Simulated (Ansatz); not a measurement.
**CH4Br (doublet): wave-function methods side by side at distance C1–H5 along a hydrogen transfer = 1.090 Å, cc-pVDZ**

Aim: climb from Hartree-Fock through coupled cluster and multireference methods for CH4Br (doublet) at one geometry and basis, and see what each rung misses.

Program: Ansatz 0.2.0, Gaussian basis. Level of theory: cc-pVDZ, core rule «outside noble gas», up to 15 orbitals frozen. These are calculated values, not measurements.

Plan: UHF; CCSD(T) on ROHF; CCSD(T) on UHF; BCCD(T) on ROHF; CISD; CCSDT(Q) on ROHF; CCSDT(Q) on UHF; CASSCF and MRCISD+Q, 3 electrons in 3 orbitals; CASSCF and NEVPT2, 3 electrons in 3 orbitals; CASSCF and MRCISD+Q, 15 electrons in 12 orbitals; CASSCF and NEVPT2, 15 electrons in 12 orbitals.

## 1. The geometry

The geometry derives from fragments relaxed apart (PBE0/def2-TZVP) and kept rigid, so it is no stationary point. A hydrogen atom is moved between rigid fragments. No spin-orbit coupling is included. The filled d shell of Br may be among the frozen orbitals whatever the setting's name suggests; the logs give the count.

6 atoms, charge 0, spin multiplicity 2.

Atoms are counted from 1 here; the program's logs count them from 0.

Bond lengths: C1–H2 1.090 Å, C1–H3 1.090 Å, C1–H4 1.090 Å, C1–H5 1.090 Å. Angles: H2–C1–H3 109.5°, H2–C1–H4 109.5°, H2–C1–H5 109.5°, H3–C1–H4 109.5°, H3–C1–H5 109.5°, H4–C1–H5 109.5°.

As a file:

| atom | x (Å) | y (Å) | z (Å) |
| --- | --- | --- | --- |
| C1 | -2.5126 | 0.0000 | 0.0000 |
| H2 | -2.8758 | 1.0273 | 0.0000 |
| H3 | -2.8758 | -0.5137 | 0.8897 |
| H4 | -2.8758 | -0.5137 | -0.8897 |
| H5 | -1.4229 | 0.0000 | 0.0000 |
| Br6 | 0.5044 | 0.0000 | 0.0000 |

## 2. UHF

The input, in.yaml:

```yaml
crystal:
  periodic: [false, false, false]
  atoms:
    - {symbol: C, position_ang: [-2.512551, 0.000000, 0.000000]}
    - {symbol: H, position_ang: [-2.875757, 1.027301, 0.000000]}
    - {symbol: H, position_ang: [-2.875757, -0.513650, 0.889668]}
    - {symbol: H, position_ang: [-2.875757, -0.513650, -0.889669]}
    - {symbol: H, position_ang: [-1.422934, 0.000000, 0.000000]}
    - {symbol: Br, position_ang: [0.504449, 0.000000, 0.000000]}
basis:
  gaussian: {orbitals: cc-pVDZ}
magnetization: {spin_polarized: true, initial_magnetization: 1}
hamiltonian: {xc: hf}
output: {orbitals: {seedname: orbitals}}
```

Command:

```
$ ansatz run in.yaml --threads 1 --pin off --events-out ev --progress --plain --max-ram 2816MiB --backend cpu
```

Further steps of the session: CCSD(T) on ROHF; CCSD(T) on UHF; BCCD(T) on ROHF; CISD; CCSDT(Q) on ROHF; CCSDT(Q) on UHF; CASSCF and MRCISD+Q, 3 electrons in 3 orbitals; CASSCF and NEVPT2, 3 electrons in 3 orbitals; CASSCF and MRCISD+Q, 15 electrons in 12 orbitals; CASSCF and NEVPT2, 15 electrons in 12 orbitals.

**Question.** What will the summary of the whole plan be? Wanted: UCCSDT(Q) below the RHF energy; RMP2 from UCCSDT(Q); UMP2 from UCCSDT(Q); RCCSD from UCCSDT(Q); RCCSD(T) from UCCSDT(Q); UCCSD(T) from UCCSDT(Q); RCCSDT(Q) from UCCSDT(Q); NEVPT2 valence from UCCSDT(Q); MRCISD+Q valence from UCCSDT(Q).

**Answer**, as computed:

| quantity | value |
| --- | --- |
| UCCSDT(Q) below the RHF energy | -8.4179 eV |
| RMP2 from UCCSDT(Q) | +1148.6 meV |
| UMP2 from UCCSDT(Q) | +1166.5 meV |
| RCCSD from UCCSDT(Q) | +178.6 meV |
| RCCSD(T) from UCCSDT(Q) | +27.4 meV |
| UCCSD(T) from UCCSDT(Q) | +25.7 meV |
| RCCSDT(Q) from UCCSDT(Q) | +1.9 meV |
| NEVPT2 valence from UCCSDT(Q) | +1497.2 meV |
| MRCISD+Q valence from UCCSDT(Q) | +21.5 meV |
| levels within 1 kcal/mol (43 meV) | RCCSD(T), UCCSD(T), BCCD(T), RCCSDT, UCCSDT, RCCSDT(Q), MRCISD+Q valence |
| T1 diagnostic | 0.013 |
| effectively unpaired electrons | 1.01 |

**Reading.** RCCSD(T) lands +27.4 meV from the yardstick (0.3 % of the correlation energy). One determinant dominates. Of the multireference levels listed MRCISD+Q valence comes nearest in total energy (+21.5 meV), which doesn't show that its space is the better one. These misses are within one basis, not against nature; the frozen cores of restricted and unrestricted runs differ, which can shift their rows.
